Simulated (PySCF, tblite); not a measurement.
# C3H2FN3: dynamics, then NMR shifts on frames

How do NMR shifts of C3H2FN3 (`Fc1ccnnn1`) change as the atoms move?

The runs use tblite 0.8.0 and PySCF 2.14.0, with density-fitted response routines of our own; the level of theory stands in each step. All values are computed, except where a source is named. Atoms count from 0, in the outputs and in this text.

## (1) Starting geometry

9 atoms, charge 0, multiplicity 1; geometry from: GFN2-xTB.

Bonds of the start (Å): F0–C1 1.33, C1–C2 1.39, C2–C3 1.39, C3–N4 1.33, N4–N5 1.28, N5–N6 1.29, N6–C1 1.32, C2–H7 1.08, C3–H8 1.08.

## (2) A short Langevin run with GFN2-xTB

The job: settings as JSON, then the geometry in Å.

```
{"job": {"kind": "md", "xc": "GFN2-xTB", "basis": "xTB", "temperature": 600, "steps": 2000, "every": 50, "frames": 5}, "charge": 0, "multiplicity": 1}
F      2.390251     0.398305     0.068737
C      1.135863    -0.035074     0.033642
C      0.078773     0.868624    -0.010121
C     -1.164299     0.254745    -0.043581
N     -1.281863    -1.068770    -0.030161
N     -0.242142    -1.819437     0.011998
N      0.957207    -1.341298     0.042609
H      0.228371     1.935510    -0.016651
H     -2.088598     0.813388    -0.081651
```

With the program's defaults for keys left out, this is: GFN2-xTB Langevin dynamics, gas phase.

Launch:

```sh
> OMP_NUM_THREADS=1 python probes_run.py task.json out
```

This one command runs all jobs of the session in turn.

Standard output:

```text
t/fs     T/K      E/eV
    0.0   558.2   -567.85512
   25.0   447.3   -567.41969
   50.0   355.5   -567.23246
   75.0   570.6   -567.43351
  100.0   564.3   -567.21960
  125.0   414.3   -567.40610
  150.0   487.3   -567.24145
  175.0   617.7   -567.47185
  200.0   511.4   -567.36185
  225.0   482.2   -567.28288
  250.0   647.9   -567.33508
  275.0   772.0   -567.26662
  300.0   546.0   -566.87556
  325.0   644.3   -567.25744
  350.0   731.1   -567.27010
  375.0   754.5   -567.33089
  400.0   799.9   -567.36769
  425.0   704.0   -566.93965
  450.0   609.3   -566.81206
  475.0   538.2   -567.11615
  500.0   925.2   -567.44532
  525.0   779.6   -567.46867
  550.0   508.1   -567.11766
  575.0   536.9   -567.11839
  600.0   711.7   -567.31778
  625.0   644.7   -567.16515
  650.0   372.5   -567.26160
  675.0   610.9   -567.58884
  700.0   582.4   -567.60819
  725.0   398.7   -567.43259
  750.0   372.8   -567.51179
  775.0   344.5   -567.42240
  800.0   361.0   -567.37655
  825.0   308.9   -567.51787
  850.0   270.0   -567.54682
  875.0   406.6   -567.58279
  900.0   418.8   -567.22912
  925.0   594.6   -567.33901
  950.0   502.4   -567.30698
  975.0   563.2   -567.37461
 1000.0   354.7   -567.16874
```

Run time: 19 s. Hardware: 1 thread of Intel Xeon at 2.50GHz, shared host; peak memory 0.18 GiB.

Distance from the start (root mean square after alignment): 0 fs 0.00 Å, 200 fs 0.22 Å, 400 fs 0.11 Å, 600 fs 0.09 Å, 800 fs 0.26 Å, 1000 fs 0.11 Å.

Positions (Å) and forces (eV/Å) at 1000 fs:

```xyz
9

F     0.743    1.703    1.087   -0.764   -1.271   -0.598
C     0.072    0.556    0.735   -1.168    1.388    0.506
C    -1.345    0.508    0.727   -0.906    1.881   -0.029
C    -1.867   -0.771    0.434    1.613    2.899   -0.694
N    -1.040   -1.641   -0.072   -1.018   -2.658    0.513
N     0.221   -1.571    0.045    0.226   -0.108   -1.186
N     0.778   -0.496    0.416    1.464    0.701    1.066
H    -2.088    1.459    0.756    1.970   -2.114    0.433
H    -2.898   -0.839    0.316   -1.416   -0.719   -0.012
```

## (3) Shielding tensors: 250 fs, PBE0/pcSseg-1

The job: settings as JSON, then the geometry in Å.

```
{"job": {"kind": "nmr", "xc": "PBE0", "basis": "pcSseg-1", "pop": false}, "charge": 0, "multiplicity": 1}
F      2.231300     0.118900     0.875800
C      1.069600    -0.425300     0.362200
C      0.141100     0.342300    -0.230200
C     -1.045400    -0.249000    -0.578200
N     -1.132900    -1.538600    -0.570400
N     -0.192000    -2.293600    -0.008500
N      0.794600    -1.712400     0.581400
H      0.199600     1.480500    -0.197900
H     -1.882900     0.269700    -0.822900
```

Level: GIAO PBE0/pcSseg-1 NMR shielding, non-relativistic, gas phase.

Standard output:

```text
coarse grid: 8776 points
cycle   1  E = -378.9566463783  dE =  1.486e+00  |g| = 5.855e-01  |ddm| = 3.125e+00
cycle   2  E = -378.8974991071  dE =  5.915e-02  |g| = 8.324e-01  |ddm| = 9.409e-01
cycle   3  E = -379.0165873800  dE = -1.191e-01  |g| = 1.253e-01  |ddm| = 6.040e-01
cycle   4  E = -379.0187699341  dE = -2.183e-03  |g| = 7.185e-02  |ddm| = 1.480e-01
cycle   5  E = -379.0198923953  dE = -1.122e-03  |g| = 1.246e-02  |ddm| = 6.419e-02
cycle   6  E = -379.0199160559  dE = -2.366e-05  |g| = 5.391e-03  |ddm| = 1.247e-02
cycle   7  E = -379.0199224573  dE = -6.401e-06  |g| = 7.972e-04  |ddm| = 4.443e-03
final grid: 88952 points
cycle   8  E = -379.0635388740  dE = -2.379e-05  |g| = 6.458e-03  |ddm| = 2.917e-02
cycle   9  E = -379.0635306926  dE =  8.181e-06  |g| = 9.438e-03  |ddm| = 1.403e-02
cycle  10  E = -379.0635477071  dE = -1.701e-05  |g| = 1.312e-03  |ddm| = 8.074e-03
cycle  11  E = -379.0635480501  dE = -3.430e-07  |g| = 4.448e-04  |ddm| = 1.311e-03
cycle  12  E = -379.0635480923  dE = -4.223e-08  |g| = 1.423e-04  |ddm| = 4.358e-04
cycle  13  E = -379.0635480961  dE = -3.745e-09  |g| = 2.414e-05  |ddm| = 1.129e-04
cycle  14  E = -379.0635480961  dE = -7.731e-11  |g| = 1.571e-05  |ddm| = 3.028e-05
converged SCF energy = -379.0635480961

GIAO shielding tensors (ppm)
atom      isotropic    diamagn.    paramagn.     s11        s22        s33       span
  0 F      235.596     473.318    -237.722    133.892    256.334    316.562    182.670
  1 C        4.843     249.138    -244.294    -92.471     27.295     79.706    172.176
  2 C       80.029     259.737    -179.708     -2.347     65.045    177.388    179.735
  3 C       38.728     250.522    -211.794    -88.899     47.480    157.604    246.503
  4 N     -183.854     323.321    -507.175   -553.717   -262.368    264.523    818.240
  5 N     -270.409     310.225    -580.633   -723.198   -258.693    170.664    893.862
  6 N     -166.806     325.084    -491.890   -525.850   -187.453    212.885    738.735
  7 H       24.173      29.386      -5.213     19.728     25.412     27.379      7.651
  8 H       23.599      31.868      -8.270     19.500     21.338     29.958     10.458
```

Wall time 22 s (1 thread of Intel Xeon at 2.50GHz, shared host); peak memory 0.61 GiB.

The references, computed at this level on geometries of the same kind, shield at (ppm): ¹H TMS 31.72, ¹³C TMS 186.9, ¹⁹F CFCl3 170.9, ¹⁵N NH3 267.7. Their shielding less the atom's gives the shift. The references are single molecules in the gas phase, so shifts against H2O, NH3, PH3, H3PO4 or CFCl3 are not on the usual liquid scales and can be off by tens of ppm. Each atom is listed at this fixed geometry, with no averaging over motion; a spectrum would average atoms that exchange fast.

```csv
atoms,environment,σ (ppm),δ (ppm)
C1,aromatic carbon bearing fluorine,4.8,182.1
C3,aromatic CH next to a ring nitrogen,38.7,148.2
C2,aromatic CH,80.0,106.9
H8,hydrogen on an aromatic CH next to a ring nitrogen,23.60,8.12
H7,hydrogen on an aromatic CH,24.17,7.54
F0,aryl fluorine,235.6,-64.7
N5,pyridine-type ring nitrogen,-270.4,538.1
N4,pyridine-type ring nitrogen,-183.9,451.6
N6,pyridine-type ring nitrogen,-166.8,434.5
```

Ring of atoms C1, C2, C3, N4, N5, N6: NICS(0) -6.7, NICS(1) -11.9, NICS(1)zz -28.9 ppm (means of both faces).

## (4) Nuclear shieldings: 425 fs, PBE0/pcSseg-1

The job: settings as JSON, then the geometry in Å.

```
{"job": {"kind": "nmr", "xc": "PBE0", "basis": "pcSseg-1", "pop": false}, "charge": 0, "multiplicity": 1}
F      2.426000    -0.242100     0.191700
C      1.133100    -0.658000     0.150300
C      0.053200     0.149200    -0.025400
C     -0.913100    -0.619600    -0.676000
N     -1.103300    -1.948500    -0.459800
N     -0.135700    -2.555500     0.199400
N      1.059900    -1.946800     0.373400
H      0.217000     1.124600    -0.290000
H     -1.553600    -0.033200    -1.243700
```

With the program's defaults for keys left out, this is: GIAO PBE0/pcSseg-1 NMR shielding, non-relativistic, gas phase.

Standard output:

```text
coarse grid: 8776 points
cycle   1  E = -378.9447751874  dE =  1.386e+00  |g| = 5.909e-01  |ddm| = 3.077e+00
cycle   2  E = -378.8962677115  dE =  4.851e-02  |g| = 8.130e-01  |ddm| = 9.314e-01
cycle   3  E = -379.0059555767  dE = -1.097e-01  |g| = 1.025e-01  |ddm| = 5.630e-01
cycle   4  E = -379.0073814994  dE = -1.426e-03  |g| = 4.432e-02  |ddm| = 8.915e-02
cycle   5  E = -379.0077539017  dE = -3.724e-04  |g| = 1.294e-02  |ddm| = 3.528e-02
cycle   6  E = -379.0077789842  dE = -2.508e-05  |g| = 6.199e-03  |ddm| = 1.337e-02
cycle   7  E = -379.0077884289  dE = -9.445e-06  |g| = 1.175e-03  |ddm| = 6.020e-03
final grid: 88952 points
cycle   8  E = -379.0512117002  dE = -2.873e-05  |g| = 6.293e-03  |ddm| = 2.643e-02
cycle   9  E = -379.0512055840  dE =  6.116e-06  |g| = 8.678e-03  |ddm| = 1.328e-02
cycle  10  E = -379.0512200560  dE = -1.447e-05  |g| = 1.664e-03  |ddm| = 7.711e-03
cycle  11  E = -379.0512205877  dE = -5.317e-07  |g| = 5.681e-04  |ddm| = 1.688e-03
cycle  12  E = -379.0512206543  dE = -6.661e-08  |g| = 1.441e-04  |ddm| = 5.086e-04
cycle  13  E = -379.0512206580  dE = -3.729e-09  |g| = 3.266e-05  |ddm| = 1.203e-04
cycle  14  E = -379.0512206581  dE = -1.087e-10  |g| = 2.441e-05  |ddm| = 4.325e-05
converged SCF energy = -379.0512206581

GIAO shielding tensors (ppm)
atom      isotropic    diamagn.    paramagn.     s11        s22        s33       span
  0 F      220.358     473.252    -252.893     99.189    254.366    307.521    208.332
  1 C        6.841     247.916    -241.075    -91.330     29.310     82.542    173.872
  2 C       83.653     254.286    -170.633    -25.021     80.412    195.568    220.589
  3 C       19.497     253.941    -234.444   -118.277     18.309    158.459    276.736
  4 N     -163.334     321.954    -485.288   -444.271   -275.887    230.158    674.429
  5 N     -323.926     310.347    -634.273   -829.407   -283.393    141.023    970.430
  6 N     -146.704     324.723    -471.427   -392.477   -232.732    185.096    577.573
  7 H       25.376      32.462      -7.086     21.066     25.562     29.500      8.435
  8 H       22.693      31.098      -8.405     17.242     20.842     29.995     12.753
```

Wall time 22 s (1 thread of Intel Xeon at 2.50GHz, shared host); peak memory 0.61 GiB.

In short: δ C1 180.1, C3 167.4, C2 103.3, F0 -49.4, H8 9.02, H7 6.34 ppm.

## (5) Nuclear shieldings: 625 fs, PBE0/pcSseg-1

The job: settings as JSON, then the geometry in Å.

```
{"job": {"kind": "nmr", "xc": "PBE0", "basis": "pcSseg-1", "pop": false}, "charge": 0, "multiplicity": 1}
F      1.865700     0.393900     0.435700
C      0.847800    -0.413200     0.403100
C     -0.190300     0.151200    -0.179000
C     -1.275700    -0.758200    -0.275200
N     -1.208800    -2.002700     0.144000
N     -0.094700    -2.392700     0.647800
N      0.961600    -1.635100     0.813000
H     -0.427100     1.118500    -0.442200
H     -2.190400    -0.651900    -0.737700
```

Method: GIAO PBE0/pcSseg-1 NMR shielding, non-relativistic, gas phase.

Standard output:

```text
coarse grid: 8776 points
cycle   1  E = -378.9621846379  dE =  1.709e+00  |g| = 5.533e-01  |ddm| = 3.153e+00
cycle   2  E = -378.9370073773  dE =  2.518e-02  |g| = 6.895e-01  |ddm| = 8.093e-01
cycle   3  E = -379.0131668551  dE = -7.616e-02  |g| = 1.044e-01  |ddm| = 4.732e-01
cycle   4  E = -379.0146134289  dE = -1.447e-03  |g| = 5.351e-02  |ddm| = 1.146e-01
cycle   5  E = -379.0152131382  dE = -5.997e-04  |g| = 1.114e-02  |ddm| = 4.845e-02
cycle   6  E = -379.0152339430  dE = -2.080e-05  |g| = 5.058e-03  |ddm| = 1.322e-02
cycle   7  E = -379.0152398046  dE = -5.862e-06  |g| = 7.601e-04  |ddm| = 4.692e-03
final grid: 88952 points
cycle   8  E = -379.0580582333  dE = -2.947e-05  |g| = 5.391e-03  |ddm| = 2.885e-02
cycle   9  E = -379.0580538053  dE =  4.428e-06  |g| = 7.235e-03  |ddm| = 1.189e-02
cycle  10  E = -379.0580645589  dE = -1.075e-05  |g| = 1.472e-03  |ddm| = 6.871e-03
cycle  11  E = -379.0580650359  dE = -4.770e-07  |g| = 3.569e-04  |ddm| = 1.443e-03
cycle  12  E = -379.0580650617  dE = -2.582e-08  |g| = 1.265e-04  |ddm| = 3.416e-04
cycle  13  E = -379.0580650642  dE = -2.502e-09  |g| = 2.535e-05  |ddm| = 9.384e-05
cycle  14  E = -379.0580650643  dE = -8.743e-11  |g| = 1.695e-05  |ddm| = 3.584e-05
converged SCF energy = -379.0580650643

GIAO shielding tensors (ppm)
atom      isotropic    diamagn.    paramagn.     s11        s22        s33       span
  0 F      248.710     473.154    -224.445    155.041    279.473    311.615    156.574
  1 C       23.114     245.855    -222.740    -68.263     39.740     97.866    166.129
  2 C       84.783     255.552    -170.769    -19.970     84.565    189.754    209.724
  3 C       29.055     250.217    -221.163   -102.943     34.770    155.337    258.281
  4 N     -162.322     324.444    -486.766   -485.355   -257.526    255.917    741.272
  5 N     -326.030     307.757    -633.787   -929.088   -230.314    181.312   1110.400
  6 N     -127.806     324.965    -452.771   -432.629   -176.866    226.076    658.705
  7 H       25.195      32.849      -7.654     22.040     24.161     29.384      7.344
  8 H       23.488      31.231      -7.743     20.072     20.366     30.027      9.955
```

Wall time 22 s (1 thread of Intel Xeon at 2.50GHz, shared host); peak memory 0.61 GiB.

In short: δ C1 163.8, C3 157.9, C2 102.1, F0 -77.8, H8 8.23, H7 6.52 ppm.

## (6) NMR shieldings: 800 fs, PBE0/pcSseg-1

The job: settings as JSON, then the geometry in Å.

```
{"job": {"kind": "nmr", "xc": "PBE0", "basis": "pcSseg-1", "pop": false}, "charge": 0, "multiplicity": 1}
F      1.237500     1.247000     0.749400
C      0.490100     0.161700     0.675800
C     -0.841100     0.306300     0.156700
C     -1.629500    -0.767100     0.507100
N     -1.033900    -1.954500     0.592300
N      0.238700    -2.030700     0.646700
N      1.008100    -1.018700     0.848500
H     -1.164300     1.117400    -0.518800
H     -2.667400    -0.709800     0.430600
```

Level: GIAO PBE0/pcSseg-1 NMR shielding, non-relativistic, gas phase.

Standard output:

```text
coarse grid: 8776 points
cycle   1  E = -378.9555705722  dE =  1.546e+00  |g| = 5.621e-01  |ddm| = 3.109e+00
cycle   2  E = -378.9119193450  dE =  4.365e-02  |g| = 7.597e-01  |ddm| = 9.065e-01
cycle   3  E = -379.0112408904  dE = -9.932e-02  |g| = 1.121e-01  |ddm| = 5.440e-01
cycle   4  E = -379.0128391197  dE = -1.598e-03  |g| = 6.856e-02  |ddm| = 1.281e-01
cycle   5  E = -379.0139321107  dE = -1.093e-03  |g| = 9.294e-03  |ddm| = 6.471e-02
cycle   6  E = -379.0139456932  dE = -1.358e-05  |g| = 3.623e-03  |ddm| = 9.050e-03
cycle   7  E = -379.0139486012  dE = -2.908e-06  |g| = 1.005e-03  |ddm| = 3.764e-03
final grid: 88952 points
cycle   8  E = -379.0574094616  dE = -2.776e-05  |g| = 5.715e-03  |ddm| = 2.755e-02
cycle   9  E = -379.0574056404  dE =  3.821e-06  |g| = 7.588e-03  |ddm| = 1.118e-02
cycle  10  E = -379.0574165883  dE = -1.095e-05  |g| = 1.182e-03  |ddm| = 6.295e-03
cycle  11  E = -379.0574168360  dE = -2.477e-07  |g| = 3.478e-04  |ddm| = 1.234e-03
cycle  12  E = -379.0574168583  dE = -2.222e-08  |g| = 1.566e-04  |ddm| = 3.813e-04
cycle  13  E = -379.0574168632  dE = -4.951e-09  |g| = 2.186e-05  |ddm| = 1.279e-04
cycle  14  E = -379.0574168633  dE = -7.174e-11  |g| = 1.313e-05  |ddm| = 2.722e-05
converged SCF energy = -379.0574168633

GIAO shielding tensors (ppm)
atom      isotropic    diamagn.    paramagn.     s11        s22        s33       span
  0 F      254.896     473.023    -218.127    111.784    286.881    366.025    254.241
  1 C       13.930     249.053    -235.124    -77.028     27.049     91.768    168.797
  2 C       71.261     259.274    -188.013    -27.798     63.298    178.282    206.080
  3 C       35.414     253.836    -218.422    -98.934     43.297    161.880    260.814
  4 N     -145.367     322.856    -468.223   -468.136   -214.354    246.388    714.523
  5 N     -253.972     312.193    -566.165   -749.875   -201.950    189.908    939.783
  6 N     -104.524     325.392    -429.916   -386.426   -131.864    204.719    591.144
  7 H       24.396      30.535      -6.139     21.156     24.644     27.387      6.231
  8 H       22.960      30.398      -7.437     17.916     21.786     29.179     11.264
```

Wall time 20 s (1 thread of Intel Xeon at 2.50GHz, shared host); peak memory 0.61 GiB.

This run: δ C1 173.0, C3 151.5, C2 115.7, F0 -84.0, H8 8.76, H7 7.32 ppm.

## (7) NMR shieldings: 1000 fs, PBE0/pcSseg-1

The job: settings as JSON, then the geometry in Å.

```
{"job": {"kind": "nmr", "xc": "PBE0", "basis": "pcSseg-1", "pop": false}, "charge": 0, "multiplicity": 1}
F      0.743300     1.703300     1.086500
C      0.072200     0.555800     0.735200
C     -1.344800     0.508000     0.726600
C     -1.867200    -0.771500     0.434300
N     -1.039600    -1.640500    -0.071600
N      0.221300    -1.571200     0.045500
N      0.778200    -0.495700     0.416500
H     -2.088000     1.459400     0.756300
H     -2.898000    -0.838800     0.315500
```

With the program's defaults for keys left out, this is: GIAO PBE0/pcSseg-1 NMR shielding, non-relativistic, gas phase.

Standard output:

```text
coarse grid: 8776 points
cycle   1  E = -378.9443996626  dE =  1.491e+00  |g| = 5.820e-01  |ddm| = 3.120e+00
cycle   2  E = -378.8850346927  dE =  5.936e-02  |g| = 8.377e-01  |ddm| = 9.726e-01
cycle   3  E = -379.0053717520  dE = -1.203e-01  |g| = 1.098e-01  |ddm| = 5.969e-01
cycle   4  E = -379.0069556136  dE = -1.584e-03  |g| = 6.274e-02  |ddm| = 1.190e-01
cycle   5  E = -379.0078526233  dE = -8.970e-04  |g| = 1.114e-02  |ddm| = 6.059e-02
cycle   6  E = -379.0078740847  dE = -2.146e-05  |g| = 4.061e-03  |ddm| = 1.088e-02
cycle   7  E = -379.0078775142  dE = -3.429e-06  |g| = 7.037e-04  |ddm| = 3.445e-03
final grid: 88952 points
cycle   8  E = -379.0515686641  dE = -2.660e-05  |g| = 6.587e-03  |ddm| = 2.676e-02
cycle   9  E = -379.0515599976  dE =  8.666e-06  |g| = 9.871e-03  |ddm| = 1.367e-02
cycle  10  E = -379.0515776457  dE = -1.765e-05  |g| = 9.989e-04  |ddm| = 7.682e-03
cycle  11  E = -379.0515778369  dE = -1.912e-07  |g| = 3.215e-04  |ddm| = 1.066e-03
cycle  12  E = -379.0515778561  dE = -1.925e-08  |g| = 1.652e-04  |ddm| = 3.758e-04
cycle  13  E = -379.0515778622  dE = -6.097e-09  |g| = 2.454e-05  |ddm| = 1.515e-04
cycle  14  E = -379.0515778623  dE = -1.221e-10  |g| = 1.088e-05  |ddm| = 2.527e-05
converged SCF energy = -379.0515778623

GIAO shielding tensors (ppm)
atom      isotropic    diamagn.    paramagn.     s11        s22        s33       span
  0 F      231.713     473.794    -242.081    125.895    247.372    321.871    195.977
  1 C        9.896     248.808    -238.913    -81.567     30.966     80.288    161.855
  2 C       55.092     262.042    -206.951    -42.805     50.402    157.678    200.483
  3 C       31.163     254.790    -223.627   -112.391     51.380    154.500    266.891
  4 N     -185.637     323.245    -508.882   -609.248   -206.599    258.935    868.183
  5 N     -248.833     313.002    -561.834   -744.753   -196.156    194.411    939.164
  6 N     -132.613     326.634    -459.247   -471.405   -138.433    211.999    683.403
  7 H       22.422      26.623      -4.201     18.776     22.861     25.628      6.852
  8 H       22.416      30.199      -7.783     16.847     20.568     29.834     12.986
```

Wall time 21 s (1 thread of Intel Xeon at 2.50GHz, shared host); peak memory 0.61 GiB.

Key values: δ C1 177.0, C3 155.8, C2 131.8, F0 -60.8, H8 9.30, H7 9.30 ppm.

## (8) Run by run: NMR shifts

Shifts (ppm) of some atoms, chosen among heavy atoms and hydrogens apart, with basis size and wall time:

```csv
frame,C2,H8,H7,F0,N5,N4,N6,functions,time
250 fs,106.9,8.12,7.54,-64.7,538.1,451.6,434.5,129,22 s
425 fs,103.3,9.02,6.34,-49.4,591.7,431.1,414.4,129,22 s
625 fs,102.1,8.23,6.52,-77.8,593.8,430.1,395.5,129,22 s
800 fs,115.7,8.76,7.32,-84.0,521.7,413.1,372.3,129,20 s
1000 fs,131.8,9.30,9.30,-60.8,516.6,453.4,400.3,129,21 s
```

## (9) What came out

```
                                        quantity                    value
                                      thermostat                    600 K
                   mean temperature, second half                    503 K
         mean potential energy above the minimum                  0.48 eV
  ¹³C shifts against TMS (PBE0/pcSseg-1, 250 fs)  182.1, 148.2, 106.9 ppm
   ¹H shifts against TMS (PBE0/pcSseg-1, 250 fs)           8.12, 7.54 ppm
¹⁹F shifts against CFCl3 (PBE0/pcSseg-1, 250 fs)                -64.7 ppm
  ¹⁵N shifts against NH3 (PBE0/pcSseg-1, 250 fs)  538.1, 451.6, 434.5 ppm
                        range of the shift of N5       516.6 to 593.8 ppm
```

What this shows: In the second half the potential energy averages 0.48 eV above the minimum; equipartition over 21 harmonic modes at 600 K would give 0.54 eV. With 9 atoms the temperature swings widely (270 to 925 K). Shifts at one fixed geometry are not the observed spectrum, which averages over the motion. In the first frame run (250 fs): The widest tensor belongs to N5: span 894 ppm, with a paramagnetic part of -581 ppm. In ppm, N5 moves most: its shift spreads over 77.2 ppm, from 516.6 (1000 fs) to 593.8 (625 fs).
